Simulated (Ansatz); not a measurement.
This script drives Ansatz's Python interface.

`opt.py`:
```python
"""Relax the CH7AlSSi2 molecule."""

import itertools
import warnings

import ansatz as az
from ase.data import atomic_numbers, covalent_radii
import numpy as np

warnings.simplefilter("ignore", az.DeckWarning)

molecule = (
    az.Crystal.molecule()
    .atom("Si", (-1.7456, -0.2723, 1.5533))
    .atom("S", (-0.0967, 0.9946, 1.0534))
    .atom("C", (0.6159, -0.2415, -0.0643))
    .atom("Al", (0.1923, -0.0261, -1.9385))
    .atom("Si", (2.2077, 0.3983, -0.8588))
    .atom("H", (-2.6673, 0.5141, 2.4744))
    .atom("H", (-2.5159, -0.5375, 0.3189))
    .atom("H", (-1.2982, -1.4594, 2.1616))
    .atom("H", (0.7675, -1.2486, 0.4084))
    .atom("H", (-0.9964, 0.5364, -2.8987))
    .atom("H", (3.1746, -0.5805, -1.3003))
    .atom("H", (2.4392, 1.8674, -0.8754))
)

calc = (
    molecule.calculation()
    .basis(gaussian="def2-SVP")
    .functional("PBE")
)
symbols = [site.symbol for site in molecule.cartesian_sites]
start = np.array([site.position_ang for site in molecule.cartesian_sites], dtype=float)
def progress(event):
    if event["event"] == "relax_step":
        row = event["data"]
        print(f"step {row['step']:3d}  E = {row['lagrangian_ev']:.6f} eV  largest force component {row['allowed_force_max_ev_ang']:.4f} eV/A")


summary = calc.relax(force_tolerance=0.005, max_steps=100).session().plan().execute(on_event=progress).report
end = np.array(summary["positions_ang"])

print("reference energy %16.6f eV" % summary["reference_energy_ev"])
print("total energy     %16.6f eV" % summary["free_energy_ev"])
print("occupied orbitals outside the frozen core (up, down):", summary["n_occupied"], " frozen:", summary["n_frozen"], " virtual:", summary["n_virtual"])

# pairs closer than 1.2 times the sum of covalent radii, before or after
radius = [covalent_radii[atomic_numbers[s]] for s in symbols]
span = lambda where, i, j: np.linalg.norm(where[i] - where[j])
bonded = [(i, j) for i, j in itertools.combinations(range(len(symbols)), 2) if min(span(start, i, j), span(end, i, j)) < 1.2 * (radius[i] + radius[j])]
print("pair        before    after (A)")
for i, j in bonded:
    print(f"{symbols[i]}{i}-{symbols[j]}{j}".ljust(10), f"{span(start, i, j):8.4f} {span(end, i, j):8.4f}")
for first, second in list(itertools.combinations(bonded, 2)):
    shared = set(first) & set(second)
    if shared and symbols[(j := shared.pop())] != "H":
        i, k = sorted((set(first) | set(second)) - {j})
        u, v = end[i] - end[j], end[k] - end[j]
        angle = np.degrees(np.arccos(np.clip(u @ v / np.linalg.norm(u) / np.linalg.norm(v), -1, 1)))
        print(f"final angle {symbols[i]}{i}-{symbols[j]}{j}-{symbols[k]}{k}: {angle:.2f} deg")
with open("ch7alssi2_opt.xyz", "w") as handle:
    handle.write(f"{len(symbols)}\nrelaxed CH7AlSSi2\n")
    handle.writelines(f"{s:2s} {x:11.6f} {y:11.6f} {z:11.6f}\n" for s, (x, y, z) in zip(symbols, end))
```

It is started by `python opt.py`. Estimate its wall time and peak memory on 1 thread of Arm Neoverse V2 (shared host).

It took about 120 s, with a peak of 0.24 GiB, for 1 run of the engine.

```console
$ python opt.py
step   1  E = -34306.916519 eV  largest force component 2.2024 eV/A
step   2  E = -34307.495207 eV  largest force component 0.9898 eV/A
step   3  E = -34307.638148 eV  largest force component 1.0654 eV/A
step   4  E = -34307.715850 eV  largest force component 0.3377 eV/A
step   5  E = -34307.815127 eV  largest force component 0.3483 eV/A
step   6  E = -34307.950080 eV  largest force component 0.5267 eV/A
step   7  E = -34308.033957 eV  largest force component 0.8037 eV/A
step   8  E = -34307.993292 eV  largest force component 0.7983 eV/A
step   9  E = -34308.087599 eV  largest force component 0.1489 eV/A
step  10  E = -34308.095146 eV  largest force component 0.1261 eV/A
step  11  E = -34308.101836 eV  largest force component 0.1160 eV/A
step  12  E = -34308.105997 eV  largest force component 0.1425 eV/A
step  13  E = -34308.108677 eV  largest force component 0.0806 eV/A
step  14  E = -34308.110548 eV  largest force component 0.0469 eV/A
step  15  E = -34308.111101 eV  largest force component 0.0277 eV/A
step  16  E = -34308.111356 eV  largest force component 0.0230 eV/A
step  17  E = -34308.111413 eV  largest force component 0.0144 eV/A
step  18  E = -34308.111456 eV  largest force component 0.0069 eV/A
step  19  E = -34308.111463 eV  largest force component 0.0038 eV/A
reference energy    -34308.111508 eV
total energy        -34308.111508 eV
occupied orbitals outside the frozen core (up, down): [35, 35]  frozen: 0  virtual: [86, 86]
pair        before    after (A)
Si0-S1       2.1386   2.2019
Si0-H5       1.5220   1.5014
Si0-H6       1.4790   1.5024
Si0-H7       1.4069   1.5017
S1-C2        1.8125   1.8750
S1-Al3       3.1744   2.4558
C2-Al3       1.9335   2.0038
C2-Si4       1.8906   1.9351
C2-H8        1.1228   1.1057
Al3-Si4      2.3254   2.3476
Al3-H9       1.6283   1.5925
Si4-H10      1.4449   1.5075
Si4-H11      1.4873   1.5122
final angle S1-Si0-H5: 106.82 deg
final angle S1-Si0-H6: 109.11 deg
final angle S1-Si0-H7: 108.35 deg
final angle Si0-S1-C2: 100.34 deg
final angle Si0-S1-Al3: 98.73 deg
final angle H5-Si0-H6: 111.96 deg
final angle H5-Si0-H7: 110.03 deg
final angle H6-Si0-H7: 110.44 deg
final angle C2-S1-Al3: 53.08 deg
final angle S1-C2-Al3: 78.49 deg
final angle S1-C2-Si4: 105.33 deg
final angle S1-C2-H8: 113.08 deg
final angle S1-Al3-C2: 48.43 deg
final angle S1-Al3-Si4: 78.17 deg
final angle S1-Al3-H9: 117.72 deg
final angle Al3-C2-Si4: 73.15 deg
final angle Al3-C2-H8: 148.87 deg
final angle C2-Al3-Si4: 52.08 deg
final angle C2-Al3-H9: 138.30 deg
final angle Si4-C2-H8: 126.30 deg
final angle C2-Si4-Al3: 54.77 deg
final angle C2-Si4-H10: 106.70 deg
final angle C2-Si4-H11: 119.46 deg
final angle Si4-Al3-H9: 164.10 deg
final angle Al3-Si4-H10: 115.40 deg
final angle Al3-Si4-H11: 134.42 deg
final angle H10-Si4-H11: 109.35 deg
```

File `ch7alssi2_opt.xyz` afterwards:
```text
12
relaxed CH7AlSSi2
Si   -1.882326   -0.272721    1.373176
S    -0.095008    0.899614    0.844661
C     0.903056   -0.400616   -0.065857
Al   -0.076783    0.480889   -1.575148
Si    2.217278    0.585866   -1.087762
H    -2.901263    0.699324    1.893884
H    -2.371891   -1.000011    0.153102
H    -1.505776   -1.249297    2.450019
H     1.090323   -1.306214    0.540200
H    -1.480994    0.354825   -2.315632
H     3.075017   -0.435325   -1.790688
H     3.105467    1.588567   -0.385955
```

Notes:
- These settings explore the input space; basis and method may be short of convergence.
- The end point is the stationary point reached from this start; no frequency run checks that it is a minimum, and the basis set is modest.
- The bonding changed during the relaxation, so the end is another isomer than the start names.

(Lines on the test bed's own set-up are left out of the output.)
